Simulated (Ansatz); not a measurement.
**Ti5Al2C3: lattice vibrations and screening**

Aim: for Ti5Al2C3, relax the cell, tighten the relaxation for response calculations and get the zone-centre modes.

Program: Ansatz 0.2.0. Level of theory: DFT LDA, scalar-relativistic, plane waves, PAW. These are calculated values, not measurements.

**1. The structure to begin with**

The structure is trigonal, space group R-3m (No. 166). The conventional cell has a = 3.073 Å, b = 3.073 Å, c = 48.619 Å, α = 90.00°, β = 90.00°, γ = 120.00°. Around Ti (site symmetry -3m) lie 6 C at 2.20 Å. Ti (site symmetry 3m) has 3 C at 2.07 Å in its first shell of neighbours. Ti (site symmetry 3m) is surrounded by 3 C at 2.11 Å. Al (site symmetry 3m) has 6 Ti at 2.90 to 2.92 Å and 6 Al at 3.07 Å in its first shell of neighbours. C (site symmetry 3m) has 6 Ti at 2.07 to 2.20 Å in its first shell of neighbours. Around C (site symmetry -3m) lie 6 Ti at 2.11 Å.

Structure file:

```
Ti Al C
1.0
     1.53657    0.88714   16.20627
    -1.53657    0.88714   16.20627
     0.00000   -1.77428   16.20627
Ti Al C
5 2 3
Cartesian
  0.0000 0.0000 24.3094
  0.0000 0.0000 38.1563
  0.0000 0.0000 33.5543
  0.0000 0.0000 15.0645
  0.0000 0.0000 10.4625
  0.0000 0.0000 28.9816
  0.0000 0.0000 19.6372
  0.0000 0.0000 41.8133
  0.0000 0.0000 6.8056
  0.0000 0.0000 0.0000
```

The structure comes from the Materials Project (structure only).

(A quick probe on a coarse mesh, which set the mesh and smearing, is not shown.)

**3. A loose first relaxation**

Contents of input.yaml:

```yaml
crystal:
  lattice:
    - [1.5365681492, 0.8871380346, 16.2062720596]
    - [-1.5365681492, 0.8871380346, 16.2062720596]
    - [0.0, -1.7742760691, 16.2062720596]
  atoms:
    - { symbol: Ti, position: [0.5, 0.5, 0.5] }
    - { symbol: Ti, position: [0.784806, 0.784806, 0.784806] }
    - { symbol: Ti, position: [0.690151, 0.690151, 0.690151] }
    - { symbol: Ti, position: [0.309849, 0.309849, 0.309849] }
    - { symbol: Ti, position: [0.215194, 0.215194, 0.215194] }
    - { symbol: Al, position: [0.596098, 0.596098, 0.596098] }
    - { symbol: Al, position: [0.403902, 0.403902, 0.403902] }
    - { symbol: C, position: [0.860022, 0.860022, 0.860022] }
    - { symbol: C, position: [0.139978, 0.139978, 0.139978] }
    - { symbol: C, position: [0.0, 0.0, 0.0] }
basis:
  ecutwfc: 420
kpoints:
  mp_grid: { grid: [6, 6, 6] }
hamiltonian:
  xc: lda
scf:
  occupations: { method: gaussian, width: 0.1 }
output:
  forces: true
  stress: true
  eigenvalues: true
relax:
  adjacent_minimum: "off"
  f_tol: 0.05
  max_steps: 80
  cell: { stress_tol: 0.5 }
```

Started as:

```
$ ansatz run input.yaml --threads 4 --pin off --max-ram 12288MiB --backend cpu --events-out ev --progress --plain --runs-dir out
```

The session goes on with these runs: full relaxation; relaxing to 0.001 eV/Å, with the smearing for a metal; linear response at Γ.

Before running it: what results should come out? Wanted: relaxed cell; volume; formation energy.

The runs gave:

| quantity | value |
| --- | --- |
| relaxed cell (conventional) | a = 3.022 Å, b = 3.022 Å, c = 47.802 Å, α = 90.00°, β = 90.00°, γ = 120.00° |
| space group (0.01 Å) | R-3m (No. 166) |
| volume | 12.60 Å³/atom |
| formation energy (elements from runs with the same settings, not shown) | -0.82 eV/atom |

The relaxed volume is 4.9 % smaller than at the start. 1 run did not end normally (timeout), so the aim is met only in part. Forces and stress now meet the tight thresholds. No response run is part of this session.
